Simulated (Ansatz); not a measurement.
Below is the output of a Python script on the Ansatz DFT code, driven from Python that makes a comparison of functionals at one structure of VRu, space group Pm-3m. Write a script that gives it. Use (first run): BLYP, PAW, the default cutoff (420 eV here), 6×6×6 k-points, Fermi-Dirac smearing of 0.1 eV, collinear spin. The script varies functional: blyp, lda, pbesol.

```
V Ru
1.0
     2.99000    0.00000    0.00000
     0.00000    2.99000    0.00000
     0.00000    0.00000    2.99000
V Ru
1 1
Direct
  0.50000 0.50000 0.50000
  0.00000 0.00000 0.00000
```

Running `python xc_vru.py` prints:
```text
DeckWarning: basis.ecutwfc = 420 eV, auto-derived from the records' recommended cutoffs: set by V (normal level)
DeckWarning: the band count 19 (scf.n_extra_bands) hosts the net moment |M| = 2.0000 μB (N_el = 29) but caps the reachable moment at 2·n_bands − N_el = 9.0000 μB, below the 20 bands that the automatic rule leaves for it — a moment growing past the seed, or [...]
RunWarning: the starting moments were not kept: the SCF closed with an absolute magnetisation of 3.2e-6 μB, where they sum to 2 μB in size (1 site). That is at most 0.1 of that sum. Measured as dr2_m measures the in/out step, that magnetisation stands 7.0e-12 [...]
functional  F/atom (eV)  iterations  moment (muB)  k-points
      blyp  -4405.91330          14       0.00000        20
       lda  -4309.58924          12      -0.00001        20
    pbesol  -4351.13588          14      -0.00001        20
```
(Warnings from the package without file and line, shortened, repeats left out.)

The script that was run (others could print the same):

`xc_vru.py`:
```python
"""One structure of VRu under several functionals."""

import ansatz as az
import pandas as pd


def main() -> None:
    cell = (
        az.Lattice.cubic(2.99)
        .space_group(221)
        .atom("V", [0.5, 0.5, 0.5])
        .atom("Ru", [0.0, 0.0, 0.0])
        .moments(V=2.0)
    )

    calc = (
        cell.calculation()
        .kpoints(6, 6, 6)
        .scf(tolerance=1e-07, extra_bands=4)
        .spin("collinear")  # spin-polarised run
        .occupations("fermi_dirac")  # fractional filling near the Fermi level
    )

    rows = []
    for value in ["blyp", "lda", "pbesol"]:
        rep = calc.functional(value).run(threads=1, pin="off").report
        rows.append((value, rep["free_energy_ev"] / len(rep["lattice"]["sites"]), rep["n_iterations"], rep["magnetization_mub"], rep["n_kpoints"]))

    table = pd.DataFrame(rows, columns=["functional", "F/atom (eV)", "iterations", "moment (muB)", "k-points"])
    print(table.round(5).to_string(index=False))


if __name__ == "__main__":
    main()
```

Notes:
- The SCF didn't keep the moments it started from (some shrank, vanished or turned); what is printed is the state reached.
- BLYP can be off by several per cent in the lattices of metals, and by several GPa in the pressure at a fixed cell.
- The mesh is modest for a metal, so energies can be off by several to tens of meV an atom and pressures by half a GPa or more; differences at equal mesh fare better.
- The overall sign of a collinear moment is arbitrary, and semilocal functionals can give small moments to compounds that are paramagnetic.
- The starting cell is as deposited in a crystallographic database; the results hold for this polymorph, which needn't be the stable one.
- Total energies of different functionals can't be compared; pressures, moments and gaps at this one structure can.
- Timing: 15 s on 1 thread of Intel(R) Xeon(R) Platinum 8488C (Sapphire Rapids), on a shared host, peak memory 0.45 GiB.

(Lines on the test bed's own set-up are left out of the output.)
